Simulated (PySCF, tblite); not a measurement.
# C5H11FSi: geometry, infrared bands and NMR shifts

Aim: predict the infrared bands and NMR shifts of C5H11FSi (`CC/C=C/[SiH2]CF`).

Programs: tblite 0.8.0 and PySCF 2.14.0, with density-fitted response routines of our own. Each step states its level of theory. These are calculated values for one molecule in the gas phase, unless marked as measured. Atoms are numbered from 0 throughout.

## Step 1: Starting geometry

18 atoms, charge 0, multiplicity 1; geometry from: force field or distance geometry start.

Bonds of the start (Å): C0–C1 1.51, C1–C2 1.51, C2–C3 1.33, C3–Si4 1.84, Si4–C5 1.84, C5–F6 1.36, C0–H7 1.09, C0–H8 1.09, C0–H9 1.11, C1–H10 1.11, C1–H11 1.09, C2–H12 1.09, C3–H13 1.10, Si4–H14 1.50, Si4–H15 1.49, C5–H16 1.10, C5–H17 1.09.

## Step 2: Geometry optimisation with GFN2-xTB

Job settings and geometry (Å):

```
{"job": {"kind": "relax", "xc": "GFN2-xTB", "basis": "xTB"}, "charge": 0, "multiplicity": 1}
C     -2.844100    -0.788800    -0.706000
C     -2.179000     0.023800     0.382200
C     -0.849000     0.573600    -0.068700
C      0.320500     0.266900     0.476600
Si     1.969500     0.907200    -0.013900
C      3.251100    -0.412800    -0.142500
F      3.385300    -1.035500     1.061000
H     -2.229900    -1.634100    -1.004300
H     -3.037100    -0.173000    -1.589500
H     -3.818100    -1.173200    -0.346600
H     -2.045400    -0.617100     1.274500
H     -2.827000     0.847600     0.690800
H     -0.910800     1.285500    -0.890100
H      0.376200    -0.439000     1.312700
H      1.823400     1.591900    -1.338000
H      2.379000     1.962100     0.957200
H      4.236200    -0.000000    -0.401000
H      2.990500    -1.178800    -0.879300
```

On the command line:

```sh
OMP_NUM_THREADS=1 python probes_run.py task.json out
```

One launch serves the whole session: the jobs run in the order shown.

**Question.** This job is followed by: GFN2-xTB harmonic vibrations, gas phase; GIAO PBE0/pcSseg-1 NMR shielding, non-relativistic, gas phase. What will the session give for the following? strongest single infrared mode (GFN2-xTB); zero-point energy (GFN2-xTB); ¹³C shifts against TMS (PBE0/pcSseg-1); ¹H shifts against TMS (PBE0/pcSseg-1, means over atoms taken as alike); ²⁹Si shifts against TMS (PBE0/pcSseg-1); ¹⁹F shifts against CFCl3 (PBE0/pcSseg-1).

**Answer**, as computed:

| quantity | value |
| --- | --- |
| strongest single infrared mode (GFN2-xTB) | 2234 cm⁻¹, 448 km/mol |
| zero-point energy (GFN2-xTB) | 89.4 kcal/mol |
| ¹³C shifts against TMS (PBE0/pcSseg-1) | 164.1, 125.9, 79.8, 37.4, 16.7 ppm |
| ¹H shifts against TMS (PBE0/pcSseg-1, means over atoms taken as alike) | 6.55, 6.23, 4.99, 4.37, 2.27, 1.11 ppm |
| ²⁹Si shifts against TMS (PBE0/pcSseg-1) | -49.7 ppm |
| ¹⁹F shifts against CFCl3 (PBE0/pcSseg-1) | -300.4 ppm |

What this shows: The optimisation took 54 steps and gained 0.176 eV; among the close pairs (by a distance rule), Si4–C5 changed most, from 1.844 to 1.922 Å. No mode is imaginary among the 48: a minimum at this level. The strongest single mode, at 2234 cm⁻¹, moves mainly H14 and H15. GFN2-xTB is a fitted tight-binding method: band positions and strengths are rough. Its intensities can rank the bands wrongly. At PBE0/pcSseg-1: The widest tensor belongs to C2: span 251 ppm, with a paramagnetic part of -235 ppm.
